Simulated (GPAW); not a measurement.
# PtRh3 (I4/mmm) in GPAW: band structure with LDA

Aim: the band structure of PtRh3 with LDA.

Program: GPAW 26.7.0. These are calculated values, not measurements. Logs are shortened: lines on timing, memory, paths and dates and some standing lists are left out, and cuts for length are marked. The log counts tension as positive stress, the text compression.

## (1) The crystal as given

Symmetry: I4/mmm, No. 139, tetragonal system. The conventional cell has a = 3.838 Å, b = 3.838 Å, c = 7.689 Å, α = 90.00°, β = 90.00°, γ = 90.00°. Around Pt (site symmetry 4/mmm) lie 12 Rh at 2.71 to 2.72 Å. Rh (site symmetry 4/mmm) has 4 Pt at 2.71 Å and 8 Rh at 2.72 Å as nearest neighbours. Rh (site symmetry -4m2) has 8 Rh at 2.71 to 2.72 Å and 4 Pt at 2.72 Å as nearest neighbours.

The cell comes from a database or a generator and needn't be the stable form of this composition.

## (2) Band structure, LDA

The input, run.py:

```python
from ase import Atoms
from ase.dft.bandgap import bandgap
from ase.io import write
from ase.units import GPa
from gpaw import GPAW, PW

atoms = Atoms(['Pt', 'Rh', 'Rh', 'Rh'],
              cell=[[-1.9191582, 1.9191582, 3.84464319],
                    [1.9191582, -1.9191582, 3.84464319],
                    [1.9191582, 1.9191582, -3.84464319]],
              scaled_positions=[[0.0, 0.0, 0.0],
                                [0.5, 0.5, 0.0],
                                [0.25, 0.75, 0.5],
                                [0.75, 0.25, 0.5]],
              pbc=True)

calc = GPAW(mode=PW(600),
            xc='LDA',
            kpts={'size': (7, 7, 7), 'gamma': True},
            occupations={'name': 'fermi-dirac', 'width': 0.05},
            nbands=53,
            convergence={'density': 1e-05, 'energy': 1e-05},
            maxiter=150,
            txt='gpaw.txt')
atoms.calc = calc
energy = atoms.get_potential_energy()
forces = atoms.get_forces()
stress = atoms.get_stress()
calc.write('gs.gpw')
write('result.traj', atoms)
print(f'Energy: {energy:.6f} eV')
print('Forces (eV/A):')
print(forces.round(4))
print('Stress (GPa):', (stress / GPa).round(3))
print('Fermi level:', round(calc.get_fermi_level(), 4), 'eV')
print(f'Gap: {bandgap(calc)[0]:.4f} eV, direct: {bandgap(calc, direct=True)[0]:.4f} eV')

path = atoms.cell.bandpath('GXYSGZS1NPY1Z,XP', npoints=60, eps=1e-4)
bs_calc = calc.fixed_density(kpts=path, symmetry='off', nbands=72,
                             convergence={'bands': 'CBM+6.0', 'eigenstates': 1e-6}, txt='bands.txt')
bs = bs_calc.band_structure()
bs.write('bs.json')
print(f'Gap on the path: {bandgap(bs_calc)[0]:.4f} eV')
```

Potentials or basis: the program's PAW data sets (release 1.2.1) made for this functional, pw.

Launch:

```
$ OMP_NUM_THREADS=1 python run.py
```

gpaw.txt:

```text
__  _  _
 | _ |_)|_||  |
 |__||  | ||/\| - 26.7.0

Input parameters:
  mode=PW(ecut=600.0),
  convergence={'density': 1e-05, 'energy': 1e-05},
  kpts=MonkhorstPack(size=(7, 7, 7), gamma=True),
  maxiter=150,
  nbands=53,
  occupations=Occupations(name='fermi-dirac', width=0.05),
  xc=XC(name='LDA')

Diagonalizing LCAO Hamiltonian
Converting LCAO to pw mode

       Rh
         Rh

            Rh

       Pt

Atoms  # Å, Bohr magnetons
|   | symbol |        x |        y |        z |    initial magnetic moments |
|---|--------|----------|----------|----------|-----------------------------|
| 0 |     Pt | 0.000000 | 0.000000 | 0.000000 | ( 0.0000,  0.0000,  0.0000) |
| 1 |     Rh | 0.000000 | 0.000000 | 3.844643 | ( 0.0000,  0.0000,  0.0000) |
| 2 |     Rh | 1.919158 | 0.000000 | 1.922322 | ( 0.0000,  0.0000,  0.0000) |
| 3 |     Rh | 0.000000 | 1.919158 | 1.922322 | ( 0.0000,  0.0000,  0.0000) |

Unit cell  # Å
| periodic |         x |         y |         z |  lengths |     angles |
|----------|-----------|-----------|-----------|----------|------------|
|      yes | -1.919158 |  1.919158 |  3.844643 | 4.706126 | 131.866577 |
|      yes |  1.919158 | -1.919158 |  3.844643 | 4.706126 | 131.866577 |
|      yes |  1.919158 |  1.919158 | -3.844643 | 4.706126 |  70.439836 |

Number of symmetries: 16
Symmetry operations  # r_c * U_cc + t_c -> r_c
|    | kind |            matrix            |
|----|------|------------------------------|
|  0 |  σ   |  1, 1, 1,  0, 0,-1,  0,-1, 0 |
|  1 |  C4  |  1, 1, 1,  0, 0,-1, -1, 0, 0 |
|  2 |  E   |  1, 0, 0,  0, 1, 0,  0, 0, 1 |
|  3 |  σ   |  1, 0, 0,  0, 1, 0, -1,-1,-1 |
|  4 |  σ   |  0, 1, 0,  1, 0, 0,  0, 0, 1 |
|  5 |  C2  |  0, 1, 0,  1, 0, 0, -1,-1,-1 |
|  6 |  C2  |  0, 0, 1, -1,-1,-1,  1, 0, 0 |
|  7 |  S4  |  0, 0, 1, -1,-1,-1,  0, 1, 0 |
|  8 |  C4  |  0, 0,-1,  1, 1, 1,  0,-1, 0 |
|  9 |  σ   |  0, 0,-1,  1, 1, 1, -1, 0, 0 |
| 10 |  σ   |  0,-1, 0, -1, 0, 0,  1, 1, 1 |
| 11 |  C2  |  0,-1, 0, -1, 0, 0,  0, 0,-1 |
| 12 |  C2  | -1, 0, 0,  0,-1, 0,  1, 1, 1 |
| 13 |  i   | -1, 0, 0,  0,-1, 0,  0, 0,-1 |
| 14 |  S4  | -1,-1,-1,  0, 0, 1,  1, 0, 0 |
| 15 |  C2  | -1,-1,-1,  0, 0, 1,  0, 1, 0 |

BZ-sampling:
  Number of BZ points: 343
  Number of IBZ points: 40

  Monkhorst-Pack size: [7, 7, 7]
  Monkhorst-Pack shift: [0, 0, 0]

K-points  # in reciprocal-cell coordinates
|     |                                coordinates |     weight |
|-----|--------------------------------------------|------------|
|   0 | (  0.00000000,   0.00000000,   0.00000000) | 0.00291545 |
|   1 | (  0.14285714,  -0.14285714,   0.00000000) | 0.01166181 |
|   2 | (  0.14285714,  -0.14285714,   0.14285714) | 0.01166181 |
|   3 | (  0.14285714,   0.00000000,   0.00000000) | 0.02332362 |
|   4 | (  0.14285714,   0.14285714,  -0.14285714) | 0.00583090 |
|   5 | (  0.28571429,  -0.28571429,   0.00000000) | 0.01166181 |
|   6 | (  0.28571429,  -0.28571429,   0.14285714) | 0.02332362 |
|   7 | (  0.28571429,  -0.28571429,   0.28571429) | 0.01166181 |
|   8 | (  0.28571429,  -0.14285714,   0.00000000) | 0.04664723 |
|   9 | (  0.28571429,  -0.14285714,   0.14285714) | 0.02332362 |
| ... |                                            |            |
|  39 | (  0.42857143,   0.42857143,   0.42857143) | 0.02332362 |

Plane wave coefficients: 1909
Cutoff: 600.0 eV

Spin-components: 1 (collinear spins)
Bands:           53
Projectors:      24
Spin-degeneracy: 2
Datatype:        complex128

Parallelization:
  kpt:    1
  domain: 1
  band:   1

Density:
  Valence electrons: 61.0
  Components: 1
  Grid points: [27 27 27]
  Charge: 0.0  # |e|

Potential:
  Grid points: [27 27 27]

species:
  Pt:
    name:    Platinum
    Z:       78.0
    valence: 16
    core:    62
    charge:  0.0  # [|e|]
    compensation charges:
      type: gauss
      rc: 0.41  # [Å]
      lmax: 2
    cutoffs:
      filter: 2.26  # [Å]
      core: 2.26  # [Å]
    projectors
    | kind |    occ | energy [eV] | rcut [Å] |
    |------|--------|-------------|----------|
    |   6s |  1.000 |      -5.930 |    1.307 |
    |   5p |  6.000 |     -56.318 |    1.371 |
    |   6p |  0.000 |      -0.962 |    1.371 |
    |   5d |  9.000 |      -6.387 |    1.307 |
    |    s |        |      21.281 |    1.307 |
    |    d |        |      20.825 |    1.307 |

    Using partial waves for Pt as LCAO basis

  Rh:
    name:    Rhodium
    Z:       45.0
    valence: 15
    core:    30
    charge:  0.0  # [|e|]
    compensation charges:
      type: gauss
      rc: 0.38  # [Å]
      lmax: 2
    cutoffs:
      filter: 2.48  # [Å]
      core: 2.35  # [Å]
    projectors
    | kind |    occ | energy [eV] | rcut [Å] |
    |------|--------|-------------|----------|
    |   5s |  1.000 |      -4.582 |    1.270 |
    |   4p |  6.000 |     -50.540 |    1.381 |
    |   5p |  0.000 |      -0.969 |    1.381 |
    |   4d |  8.000 |      -6.147 |    1.244 |
    |    s |        |      22.630 |    1.270 |
    |    d |        |      21.064 |    1.244 |

    Using partial waves for Rh as LCAO basis

Reference energy: -890124.139570  # eV

eigensolver:
  PPCG
  Converge bands: occupied
  niter=2

density mixing:
  MSR1-Mixer
  Pratt-step length: 0.05
  Maximum mixing coefficient: 0.75
  Old densities: 10
  SVD Regularization: 0.005
  Good broyden scale: 1.0
  Trust region scale: 1.0
  Backstep threshold: 4.0
  History deletion threshold: 6.0
  Fourier metric: weight=20.0, sigma=0.015

occupation numbers:
  Fermi-Dirac:
    width: 0.0500  # eV

poisson solver:
  ecut: 4800.0  # eV

xc functional:
  name: None

convergence criteria:
[... 6 lines left out ...]
|iter     | |      energy | eigst |  dens |
|---------|-|-------------|-------|-------|
|iter:   1| |  -36.755083 | +0.43 |       |
|iter:   2| |  -36.446861 | -1.64 | -1.14 |
|iter:   3| |  -71.537149 | -0.49 | -1.15 |
|iter:   4| |  -38.470708 | -0.40 | -0.60 |
|iter:   5| |  -34.518044 | -1.80 | -1.17 |
|iter:   6| |  -34.204634 | -2.74 | -1.67 |
|iter:   7| |  -34.191267 | -4.00 | -2.21 |
|iter:   8| |  -34.183819 | -4.14 | -2.50 |
|iter:   9| |  -34.181066 | -4.18 | -2.70 |
|iter:  10| |  -34.181112 | -4.95 | -3.45 |
|iter:  11| |  -34.181125c| -5.81 | -3.89 |
|iter:  12| |  -34.181126c| -6.83 | -4.46 |
|iter:  13| |  -34.181126c| -7.68c| -4.95 |
|iter:  14| |  -34.181126c| -7.91c| -5.60c|

Converged in 14 steps
Energy contributions relative to reference atoms: (reference = -890124.139570)

Energy contributions:
  Kinetic:         -24.770490
  Coulomb:          14.840030
  Zero:             -1.061767
  External:          0.000000
  Xc:              -23.166335
  Entropy:          -0.045129
  Spinorbit:         0.000000
  ----------------------------
  Free energy:     -34.203690
  Extrapolated:    -34.181126

dipole moment: (-12.480210, -12.480210, -1.626040)  # |e|*Ang

Fermi level: 11.534
Eigenvalues  # (at kpt = [0.000, 0.000, 0.000])
| band index |      eig [eV] | occ [0-2] |
|------------|---------------|-----------|
|          0 |       -41.618 |     2.000 |
|        ... |               |           |
|         20 |         7.756 |     2.000 |
|         21 |         8.269 |     2.000 |
|         22 |         8.379 |     2.000 |
|         23 |         8.379 |     2.000 |
|         24 |         9.794 |     2.000 |
|         25 |        10.338 |     2.000 |
[... 8 lines left out ...]
|         34 |        20.416 |     0.000 |
|         35 |        20.416 |     0.000 |
|        ... |               |           |
|         52 |        37.059 |     0.000 |

No gap
No difference between direct/indirect transitions

Forces  # eV/Ang
|        x |        y |        z |
|----------|----------|----------|
| -0.00000 | -0.00000 |  0.00000 |  # Pt   0
|  0.00000 |  0.00000 | -0.00000 |  # Rh   1
| -0.00000 |  0.00000 |  0.00000 |  # Rh   2
|  0.00000 | -0.00000 |  0.00000 |  # Rh   3

Stress tensor  # eV/Ang^3
|        x |        y |        z |
|----------|----------|----------|
| 0.066583 | 0.000000 | 0.000000 |
| 0.000000 | 0.066583 | 0.000000 |
| 0.000000 | 0.000000 | 0.066870 |

# Writing to gs.gpw (mode='')
```

Wall time 4.1 min (1 thread of Arm Neoverse V2, shared host); peak memory 0.45 GiB.

What came out:

* Free energy: -34.2037 eV
* Pressure: -10.7 GPa
* Band gap along the path: none (metal or under the smearing width)

Levels at the corners of the path, in eV from the Fermi level:
| point | band 27 | band 28 | band 29 | band 30 | band 31 | band 32 | band 33 | band 34 |
| --- | --- | --- | --- | --- | --- | --- | --- | --- |
| Γ | -1.15 | -1.06 | 0.42 | 0.73 | 0.84 | 0.84 | 0.96 | 2.75 |
| X | -1.45 | -1.09 | 0.25 | 0.35 | 0.41 | 0.44 | 0.47 | 0.51 |
| Y | -1.27 | -1.19 | -0.94 | -0.73 | 0.34 | 0.35 | 0.76 | 0.91 |
| S | -1.47 | -1.47 | -0.94 | -0.85 | -0.82 | -0.11 | 0.84 | 1.50 |
| Γ | -1.15 | -1.06 | 0.42 | 0.73 | 0.84 | 0.84 | 0.96 | 2.75 |
| Z | -0.60 | -0.24 | 0.35 | 0.47 | 0.72 | 0.83 | 0.83 | 0.96 |
| S1 | -1.47 | -1.47 | -0.94 | -0.85 | -0.82 | -0.11 | 0.84 | 1.50 |
| N | -1.48 | -1.38 | -1.33 | -1.27 | -0.15 | 0.04 | 0.45 | 0.67 |
| P | -2.06 | -2.03 | -0.25 | -0.25 | -0.25 | -0.11 | 1.98 | 2.28 |
| Y1 | -1.27 | -1.19 | -0.94 | -0.73 | 0.34 | 0.35 | 0.76 | 0.91 |
| Z | -0.60 | -0.24 | 0.35 | 0.47 | 0.72 | 0.83 | 0.83 | 0.96 |
| X | -1.45 | -1.09 | 0.25 | 0.35 | 0.41 | 0.44 | 0.47 | 0.51 |
| P | -2.06 | -2.03 | -0.25 | -0.25 | -0.25 | -0.11 | 1.98 | 2.28 |

Caveat: spin-orbit coupling is left out, which moves the levels of the heavy elements.
